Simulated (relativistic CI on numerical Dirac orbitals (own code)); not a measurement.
**La³⁺: M4,5 absorption multiplets**

Wanted: the shape of the M4,5 absorption spectrum of La³⁺ in 4 surroundings, from the same atomic integrals.

Program: relativistic CI on numerical Dirac orbitals (own code) version 1. Level of theory: Dirac-Coulomb-Breit CI, KLI orbitals optimised for each configuration, model QED (radiative potential, 1s self-energy scaled to tabulated hydrogen-like ionisation energies), valence Slater integrals scaled by 0.8, multiplet model of core-to-valence dipole absorption in a parametric crystal field. These are calculated values, not measurements, unless marked.

### Step 1. Starting point

* ion: La³⁺ (La IV)
* nuclear charge: 57
* electrons: 54
* configurations: [Kr] 4d10 5s2 5p6 → [Ar] 3d9 4s2 4p6 4d10 4f 5s2 5p6
* magnetising field for the dichroism, Lz and Sz: magnetic field 10 T along z; these come from the lowest magnetised state alone (0 K)
* temperature of the isotropic spectrum: 10 K
* widths: Lorentz 0.6 eV, Gauss 0.4 eV
* surrounding 1: Oh, B40 = -2760, B60 = 430 cm⁻¹
* surrounding 2: D3d, B20 = -1320, B40 = 1230, B43 = 680, B60 = -130, B63 = -10, B66 = 590 cm⁻¹
* surrounding 3: Oh, B40 = 1300, B60 = 110 cm⁻¹
* surrounding 4: C2v, B20 = 570, B22 = 230, B40 = 660, B42 = -300, B44 = -100, B60 = -160, B62 = -280, B64 = 120, B66 = 560 cm⁻¹

### Step 2. Surrounding 1: Oh, B40 = -2760, B60 = 430

Settings of the run:

```ini
atom La  Z=57  charge=3  electrons=54
nucleus A=139  rms_radius_fm=4.8550
hamiltonian dirac-coulomb  breit=on  qed=on  c_scale=1
orbitals kli  potential=per-configuration
slater_scale 0.8
correlation none
mixing on
configurations
  [Kr] 4d10 5s2 5p6
  [Ar] 3d9 4s2 4p6 4d10 4f 5s2 5p6
end
absorption M4,5 T=10 lorentz=0.6 gauss=0.4
crystal_field Oh B40=-2760 B60=430
```

### Step 3. Surrounding 2: D3d, B20 = -1320, B40 = 1230, B43 = 680, B60 = -130, B63 = -10, B66 = 590

Settings: those of step 2 with these lines changed.

```diff
@@ -12,2 +12,2 @@
 absorption M4,5 T=10 lorentz=0.6 gauss=0.4
-crystal_field Oh B40=-2760 B60=430
+crystal_field D3d B20=-1320 B40=1230 B43=680 B60=-130 B63=-10 B66=590
```

### Step 4. Surrounding 3: Oh, B40 = 1300, B60 = 110

Settings: those of step 3 with these lines changed.

```diff
@@ -12,2 +12,2 @@
 absorption M4,5 T=10 lorentz=0.6 gauss=0.4
-crystal_field D3d B20=-1320 B40=1230 B43=680 B60=-130 B63=-10 B66=590
+crystal_field Oh B40=1300 B60=110
```

### Step 5. Surrounding 4: C2v, B20 = 570, B22 = 230, B40 = 660, B42 = -300, B44 = -100, B60 = -160, B62 = -280, B64 = 120, B66 = 560

Settings: those of step 4 with these lines changed.

```diff
@@ -12,2 +12,2 @@
 absorption M4,5 T=10 lorentz=0.6 gauss=0.4
-crystal_field Oh B40=1300 B60=110
+crystal_field C2v B20=570 B22=230 B40=660 B42=-300 B44=-100 B60=-160 B62=-280 B64=120 B66=560
```

(Steps that only read results are left out.)

**Question.** What will these runs give? Wanted: highest peak, first run; ground spin; share of the lower edge; core spin-orbit splitting.

**Answer**, as computed:

| surrounding | ground S | Lz (0 K) | Sz (0 K) | centroid (eV) | share of the lower edge | up to four highest peaks (% of the highest), eV |
| --- | --- | --- | --- | --- | --- | --- |
| 1: Oh | 0.00 | 0.00 | 0.00 | 846.46 | 0.418 | 836.9 (71), 853.3 (100) |
| 2: D3d | 0.00 | 0.00 | 0.00 | 846.46 | 0.418 | 836.9 (71), 853.3 (100) |
| 3: Oh | 0.00 | 0.00 | 0.00 | 846.46 | 0.418 | 836.9 (71), 853.3 (100) |
| 4: C2v | 0.00 | 0.00 | 0.00 | 846.46 | 0.418 | 836.9 (71), 853.3 (100) |

```
                                 quantity     value
                  highest peak, first run  853.3 eV
      ground spin (effective S from ⟨S²⟩)      0.00
                  share of the lower edge     0.418
core spin-orbit splitting (without Breit)  17.65 eV
```

In words: The lower edge takes 0.42 of the intensity in surrounding 1, below the statistical 0.60. The highest peak stays in place, within the step of the energy grid, in all surroundings. Edge positions are free-ion values and differ from those in solids by a few eV or more.
